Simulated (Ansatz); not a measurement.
Born–Oppenheimer molecular dynamics of a periodic cell of 22 atoms, K2Nb3S6 (host K2Nb3S6, host structure Amm2). It starts from an unrelaxed structure (largest force component 0.20 eV/Å).

All numbers below come from DFT PBE, scalar-relativistic, plane waves, PAW in Ansatz 0.2.0. Settings: accuracy low, cutoff 420 eV, k mesh 1x2x2, fermi-dirac smearing 0.05 eV, no spin polarisation.

| Property | Result |
| --- | --- |
| ensemble | NVT, Langevin thermostat |
| time step | 2 fs |
| steps asked | 200 |
| set temperature | 500 K |
| friction | 0.01 /fs |
| seed | 595503 |

Frames 20 fs apart, positions in Å.

Velocities at 100.0 fs (Å/ps):

```
K -1.24 2.68 1.25
K -5.02 -0.98 -1.01
K 0.99 -0.29 -3.31
K -1.75 -0.39 0.58
Nb 0.17 -1.36 -0.62
Nb 1.57 0.74 0.43
Nb 0.18 1.64 0.72
Nb -0.20 2.14 1.58
Nb -1.88 -2.60 2.64
Nb -1.84 0.16 2.37
S -2.59 -0.97 2.43
S 2.43 1.04 -2.58
S -5.71 -3.69 -2.93
S -3.96 1.13 8.07
S 6.34 -0.39 -3.36
S 4.12 -4.11 1.85
S -2.50 -2.80 0.56
S 6.00 -0.22 -4.26
S 1.13 -1.18 1.85
S 0.62 -0.24 -1.83
S -3.06 -3.75 1.31
S -0.71 0.27 -0.81
```

```xyz
22
Lattice="15.9328 0.0000 0.0000 0.0000 5.1921 2.9976 0.0000 -5.1921 2.9976" Properties=species:S:1:pos:R:3 time_fs=100.0 energy_less_start_eV=0.783 T=318
K 8.032 -2.076 1.087
K 7.989 1.645 1.021
K 0.172 -1.644 2.966
K -0.002 1.851 2.986
Nb 3.989 -1.799 3.033
Nb 3.961 0.079 -0.015
Nb 4.155 1.720 2.984
Nb 11.983 -1.785 3.019
Nb 11.957 -0.038 0.043
Nb 11.920 1.684 3.033
S 2.412 -0.059 1.982
S 2.444 1.678 4.889
S 2.473 -1.742 4.962
S 13.561 -0.041 1.893
S 13.482 1.681 5.094
S 13.567 -1.705 5.047
S 5.546 -0.006 2.009
S 5.548 1.764 4.989
S 5.589 -1.742 4.992
S 10.364 -0.056 2.019
S 10.416 1.718 4.936
S 10.373 -1.813 5.032
22
Lattice="15.9328 0.0000 0.0000 0.0000 5.1921 2.9976 0.0000 -5.1921 2.9976" Properties=species:S:1:pos:R:3 time_fs=120.0 energy_less_start_eV=0.763 T=371
K 7.973 -2.004 1.099
K 7.925 1.648 0.963
K 0.184 -1.643 2.928
K -0.010 1.811 2.987
Nb 4.013 -1.807 3.023
Nb 3.989 0.048 -0.037
Nb 4.115 1.753 2.983
Nb 11.970 -1.724 3.043
Nb 11.935 -0.086 0.092
Nb 11.927 1.694 3.062
S 2.421 -0.040 2.036
S 2.505 1.748 4.854
S 2.439 -1.808 4.963
S 13.471 -0.051 2.085
S 13.597 1.698 5.003
S 13.590 -1.811 5.048
S 5.525 -0.059 2.007
S 5.654 1.735 4.914
S 5.637 -1.683 5.011
S 10.397 -0.072 2.008
S 10.365 1.656 5.051
S 10.371 -1.789 4.977
22
Lattice="15.9328 0.0000 0.0000 0.0000 5.1921 2.9976 0.0000 -5.1921 2.9976" Properties=species:S:1:pos:R:3 time_fs=140.0 energy_less_start_eV=0.984 T=417
K 7.898 -1.915 1.117
K 7.833 1.599 0.904
K 0.185 -1.678 2.921
K -0.044 1.716 2.946
Nb 4.015 -1.806 2.998
Nb 4.010 0.012 -0.058
Nb 4.044 1.763 2.943
Nb 11.961 -1.701 3.089
Nb 11.949 -0.120 0.118
Nb 11.957 1.710 3.066
S 2.551 0.011 2.016
S 2.567 1.786 4.912
S 2.512 -1.806 5.014
S 13.410 -0.066 2.170
S 13.565 1.740 4.966
S 13.491 -1.907 5.005
S 5.561 -0.086 1.946
S 5.643 1.705 4.881
S 5.631 -1.606 5.007
S 10.412 -0.060 2.072
S 10.424 1.601 5.217
S 10.390 -1.747 4.958
22
Lattice="15.9328 0.0000 0.0000 0.0000 5.1921 2.9976 0.0000 -5.1921 2.9976" Properties=species:S:1:pos:R:3 time_fs=160.0 energy_less_start_eV=0.960 T=410
K 7.895 -1.783 1.103
K 7.737 1.564 0.895
K 0.174 -1.721 2.894
K -0.112 1.621 2.906
Nb 4.043 -1.767 2.979
Nb 4.072 -0.031 -0.042
Nb 4.037 1.786 2.884
Nb 11.936 -1.754 3.106
Nb 11.981 -0.166 0.116
Nb 11.940 1.730 3.080
S 2.615 -0.011 1.953
S 2.544 1.756 4.950
S 2.498 -1.714 5.035
S 13.470 0.008 2.134
S 13.441 1.760 5.019
S 13.451 -1.877 5.000
S 5.575 -0.045 1.864
S 5.503 1.720 4.851
S 5.643 -1.580 4.945
S 10.340 -0.040 2.153
S 10.533 1.589 5.265
S 10.377 -1.739 5.038
22
Lattice="15.9328 0.0000 0.0000 0.0000 5.1921 2.9976 0.0000 -5.1921 2.9976" Properties=species:S:1:pos:R:3 time_fs=180.0 energy_less_start_eV=1.243 T=428
K 7.896 -1.643 1.018
K 7.688 1.578 0.896
K 0.120 -1.776 2.852
K -0.108 1.572 2.903
Nb 4.107 -1.681 2.966
Nb 4.102 -0.006 -0.036
Nb 4.070 1.821 2.853
Nb 11.892 -1.790 3.098
Nb 12.017 -0.215 0.109
Nb 11.893 1.746 3.121
S 2.573 -0.058 1.925
S 2.455 1.616 4.972
S 2.410 -1.619 4.965
S 13.489 0.094 2.114
S 13.449 1.656 5.112
S 13.501 -1.772 4.995
S 5.581 0.090 1.904
S 5.492 1.644 4.843
S 5.614 -1.653 4.910
S 10.359 -0.003 2.217
S 10.498 1.633 5.196
S 10.330 -1.742 5.152
22
Lattice="15.9328 0.0000 0.0000 0.0000 5.1921 2.9976 0.0000 -5.1921 2.9976" Properties=species:S:1:pos:R:3 time_fs=200.0 energy_less_start_eV=1.550 T=356
K 7.903 -1.535 0.975
K 7.684 1.604 0.870
K 0.057 -1.839 2.818
K -0.054 1.539 2.955
Nb 4.125 -1.659 2.941
Nb 4.089 0.015 -0.007
Nb 4.058 1.853 2.847
Nb 11.868 -1.796 3.096
Nb 12.070 -0.200 0.126
Nb 11.853 1.753 3.164
S 2.506 -0.045 1.930
S 2.443 1.561 4.963
S 2.393 -1.583 4.873
S 13.449 0.074 2.130
S 13.524 1.585 5.169
S 13.537 -1.750 4.974
S 5.583 0.144 2.007
S 5.608 1.592 4.843
S 5.609 -1.695 4.948
S 10.416 -0.014 2.150
S 10.319 1.630 5.139
S 10.320 -1.740 5.138
22
Lattice="15.9328 0.0000 0.0000 0.0000 5.1921 2.9976 0.0000 -5.1921 2.9976" Properties=species:S:1:pos:R:3 time_fs=220.0 energy_less_start_eV=1.347 T=546
K 7.958 -1.423 0.957
K 7.742 1.707 0.859
K 0.001 -1.923 2.823
K -0.026 1.527 3.054
Nb 4.123 -1.651 2.909
Nb 4.035 0.009 0.003
Nb 4.003 1.867 2.918
Nb 11.881 -1.839 3.062
Nb 12.062 -0.129 0.151
Nb 11.827 1.748 3.195
S 2.512 0.023 1.945
S 2.496 1.661 4.909
S 2.547 -1.682 4.800
S 13.361 -0.064 2.159
S 13.508 1.637 5.177
S 13.522 -1.769 4.994
S 5.581 0.101 2.137
S 5.715 1.692 4.813
S 5.596 -1.673 4.962
S 10.461 -0.006 2.044
S 10.227 1.558 5.110
S 10.380 -1.741 5.041
22
Lattice="15.9328 0.0000 0.0000 0.0000 5.1921 2.9976 0.0000 -5.1921 2.9976" Properties=species:S:1:pos:R:3 time_fs=240.0 energy_less_start_eV=1.301 T=588
K 8.035 -1.341 0.986
K 7.872 1.868 0.892
K -0.055 -1.982 2.909
K -0.031 1.559 3.110
Nb 4.105 -1.673 2.879
Nb 4.001 -0.027 0.020
Nb 3.971 1.886 2.984
Nb 11.895 -1.884 3.019
Nb 11.980 -0.031 0.101
Nb 11.828 1.740 3.160
S 2.539 0.101 1.945
S 2.530 1.839 4.915
S 2.595 -1.729 4.831
S 13.401 -0.144 2.184
S 13.411 1.713 5.112
S 13.514 -1.831 5.041
S 5.555 0.074 2.112
S 5.636 1.863 4.809
S 5.551 -1.613 4.979
S 10.449 -0.002 1.996
S 10.249 1.549 5.088
S 10.468 -1.762 5.027
22
Lattice="15.9328 0.0000 0.0000 0.0000 5.1921 2.9976 0.0000 -5.1921 2.9976" Properties=species:S:1:pos:R:3 time_fs=260.0 energy_less_start_eV=1.376 T=532
K 8.091 -1.320 1.045
K 7.986 2.024 0.962
K -0.089 -2.030 2.977
K -0.048 1.659 3.104
Nb 4.042 -1.694 2.865
Nb 4.013 -0.014 0.025
Nb 4.002 1.903 3.053
Nb 11.880 -1.869 2.998
Nb 11.908 0.022 0.018
Nb 11.880 1.706 3.084
S 2.504 0.129 1.946
S 2.529 1.939 4.995
S 2.439 -1.668 4.943
S 13.477 -0.105 2.178
S 13.374 1.703 4.978
S 13.477 -1.861 5.125
S 5.542 0.128 1.977
S 5.553 1.931 4.877
S 5.524 -1.576 5.003
S 10.392 -0.027 2.002
S 10.291 1.564 5.097
S 10.486 -1.746 5.054
22
Lattice="15.9328 0.0000 0.0000 0.0000 5.1921 2.9976 0.0000 -5.1921 2.9976" Properties=species:S:1:pos:R:3 time_fs=280.0 energy_less_start_eV=1.180 T=650
K 8.157 -1.305 1.057
K 8.021 2.172 1.063
K -0.080 -2.015 3.024
K -0.026 1.693 3.109
Nb 3.966 -1.631 2.938
Nb 4.021 0.081 -0.002
Nb 4.040 1.911 3.097
Nb 11.835 -1.810 3.028
Nb 11.889 0.052 -0.031
Nb 11.912 1.652 3.010
S 2.474 0.106 2.022
S 2.444 1.832 5.075
S 2.350 -1.566 5.029
S 13.505 0.020 2.138
S 13.419 1.660 4.881
S 13.409 -1.800 5.114
S 5.542 0.133 1.822
S 5.608 1.830 5.017
S 5.521 -1.621 4.919
S 10.327 0.012 2.054
S 10.364 1.664 4.966
S 10.407 -1.712 5.057
```

Of the whole run (400 fs, mean temperature of the second half 588 K): The mean temperature of the second half is 18 % above the set value. A run of 0.4 ps of so small a system gives no equilibrium averages. The SCF threshold is loose, so the forces are noisy. Limits of this set-up: coarse k mesh, low accuracy level.

Time of the run: 13 min on 2 threads of Arm Neoverse V1, on a shared host, peak memory 1.1 GiB.
